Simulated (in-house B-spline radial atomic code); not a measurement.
# Dy²⁴⁺: excited configurations in jj coupling

Aim: the energies of several excited configurations of Dy²⁴⁺ above a reference configuration, each from its own self-consistent run.

The numbers are computed with in-house B-spline radial atomic code version 1 (Dirac-Hartree-Fock, average of configuration, Fermi nucleus, basis-set limit), except any that are marked as measured or tabulated.

### Step 1. The system

```
element       : dysprosium (Z = 66)
charge        : +24
electrons     : 42
configuration : 1s2 2s2 2p6 3s2 3p6 3d10 4s2 4p6 4d-4 4d+2
Hamiltonian   : Dirac-Coulomb
nucleus       : Fermi, rms radius 5.222 fm
```

In configurations, a minus sign after the shell means j = l − 1/2 and a plus sign j = l + 1/2; the count of electrons follows.

The run's settings:

```ini
Z = 66
electrons = 42.0
configuration = 1s2 2s2 2p6 3s2 3p6 3d10 4s2 4p6 4d-4 4d+2
hamiltonian = dirac
method = hf
spin_polarised = False
nucleus = fermi
rms_radius = 5.2218
mass_number = 164
atomic_mass = 163.929180819
speed_of_light = 137.035999084
```

This reference run was done before. Its total energy is -11911.427088 hartree, and its levels are (the highest eight at most):

| orbital | occupation | energy (eV) | <r> (bohr) |
| --- | --- | --- | --- |
| 3p3/2 | 4 | -2453.49 | 0.2349 |
| 3d3/2 | 4 | -2111.51 | 0.2076 |
| 3d5/2 | 6 | -2070.98 | 0.2121 |
| 4s1/2 | 2 | -1109.59 | 0.4982 |
| 4p1/2 | 2 | -1028.13 | 0.5013 |
| 4p3/2 | 4 | -973.28 | 0.5230 |
| 4d3/2 | 4 | -839.36 | 0.5252 |
| 4d5/2 | 2 | -828.86 | 0.5316 |

### Step 2. 1s2 2s2 2p6 3s2 3p6 3d10 4s2 4p6 4d+5 5f-1

The run's settings:

```ini
Z = 66
electrons = 42.0
configuration = 1s2 2s2 2p6 3s2 3p6 3d10 4s2 4p6 4d+5 5f-1
hamiltonian = dirac
method = hf
spin_polarised = False
nucleus = fermi
rms_radius = 5.2218
mass_number = 164
atomic_mass = 163.929180819
speed_of_light = 137.035999084
```

### Step 3. Run with 1s2 2s2 2p6 3s2 3p6 3d-3 3d+6 4s2 4p6 4d-2 4d+4 7d+1

Changes to the settings of step 2:

```diff
@@ -2,3 +2,3 @@
 electrons = 42.0
-configuration = 1s2 2s2 2p6 3s2 3p6 3d10 4s2 4p6 4d+5 5f-1
+configuration = 1s2 2s2 2p6 3s2 3p6 3d-3 3d+6 4s2 4p6 4d-2 4d+4 7d+1
 hamiltonian = dirac
```

### Step 4. Configuration 1s2 2s2 2p6 3s2 3p6 3d-4 3d+5 4s2 4p6 4d+6 4f+1

Changes to the settings of step 3:

```diff
@@ -2,3 +2,3 @@
 electrons = 42.0
-configuration = 1s2 2s2 2p6 3s2 3p6 3d-3 3d+6 4s2 4p6 4d-2 4d+4 7d+1
+configuration = 1s2 2s2 2p6 3s2 3p6 3d-4 3d+5 4s2 4p6 4d+6 4f+1
 hamiltonian = dirac
```

### Step 5. 1s2 2s2 2p6 3s2 3p6 3d10 4s2 4p-2 4p+3 4d-1 4d+5 6g-1

Changes to the settings of step 4:

```diff
@@ -2,3 +2,3 @@
 electrons = 42.0
-configuration = 1s2 2s2 2p6 3s2 3p6 3d-4 3d+5 4s2 4p6 4d+6 4f+1
+configuration = 1s2 2s2 2p6 3s2 3p6 3d10 4s2 4p-2 4p+3 4d-1 4d+5 6g-1
 hamiltonian = dirac
```

### Step 6. 1s2 2s2 2p6 3s2 3p6 3d10 4s2 4p-2 4p+3 4d+6 5s1

Changes to the settings of step 5:

```diff
@@ -2,3 +2,3 @@
 electrons = 42.0
-configuration = 1s2 2s2 2p6 3s2 3p6 3d10 4s2 4p-2 4p+3 4d-1 4d+5 6g-1
+configuration = 1s2 2s2 2p6 3s2 3p6 3d10 4s2 4p-2 4p+3 4d+6 5s1
 hamiltonian = dirac
```

### Step 7. Configuration 1s2 2s2 2p6 3s2 3p6 3d10 4s2 4p6 4d-3 4d+3

Changes to the settings of step 6:

```diff
@@ -2,3 +2,3 @@
 electrons = 42.0
-configuration = 1s2 2s2 2p6 3s2 3p6 3d10 4s2 4p-2 4p+3 4d+6 5s1
+configuration = 1s2 2s2 2p6 3s2 3p6 3d10 4s2 4p6 4d-3 4d+3
 hamiltonian = dirac
```

### Step 8. Run with 1s2 2s2 2p6 3s2 3p6 3d10 4s2 4p6 4d+6

Changes to the settings of step 7:

```diff
@@ -2,3 +2,3 @@
 electrons = 42.0
-configuration = 1s2 2s2 2p6 3s2 3p6 3d10 4s2 4p6 4d-3 4d+3
+configuration = 1s2 2s2 2p6 3s2 3p6 3d10 4s2 4p6 4d+6
 hamiltonian = dirac
```

Before running: How far above the reference does each configuration lie (order and size, in eV)?

The runs gave:

| net move | configuration | energy above the reference (eV) | with Breit, QED, recoil (eV) | largest <r> (bohr) |
| --- | --- | --- | --- | --- |
| 4d3/2 → 4d5/2 | 1s2 2s2 2p6 3s2 3p6 3d10 4s2 4p6 4d-3 4d+3 | 9.930 | 9.719 | 0.531 |
| 4×4d3/2 → 4×4d5/2 | 1s2 2s2 2p6 3s2 3p6 3d10 4s2 4p6 4d+6 | 35.081 | 34.388 | 0.531 |
| 4×4d3/2, 4p3/2 → 4×4d5/2, 5s | 1s2 2s2 2p6 3s2 3p6 3d10 4s2 4p-2 4p+3 4d+6 5s1 | 444.22 | 443.26 | 0.910 |
| 4×4d3/2 → 3×4d5/2, 5f5/2 | 1s2 2s2 2p6 3s2 3p6 3d10 4s2 4p6 4d+5 5f-1 | 468.40 | 467.47 | 1.05 |
| 3×4d3/2, 4p3/2 → 3×4d5/2, 6g7/2 | 1s2 2s2 2p6 3s2 3p6 3d10 4s2 4p-2 4p+3 4d-1 4d+5 6g-1 | 761.69 | 760.30 | 1.67 |
| 3d5/2, 4×4d3/2 → 4×4d5/2, 4f7/2 | 1s2 2s2 2p6 3s2 3p6 3d-4 3d+5 4s2 4p6 4d+6 4f+1 | 1419.33 | 1417.22 | 0.524 |
| 3d3/2, 2×4d3/2 → 2×4d5/2, 7d5/2 | 1s2 2s2 2p6 3s2 3p6 3d-3 3d+6 4s2 4p6 4d-2 4d+4 7d+1 | 1905.50 | 1903.22 | 2.29 |

**Reading.** The lowest of them is 4d3/2 → 4d5/2 at 9.930 eV and the highest 3d3/2, 2×4d3/2 → 2×4d5/2, 7d5/2 at 1905.50 eV. Koopmans' estimate of the ionisation threshold is 828.86 eV; 2 configurations exceed it by over 2 % and could autoionise. Two partly filled shells share a symmetry and can mix in the average, which may lower the energy, for: 3d3/2, 2×4d3/2 → 2×4d5/2, 7d5/2. These are averages over configurations, without correlation, not spectroscopic levels.
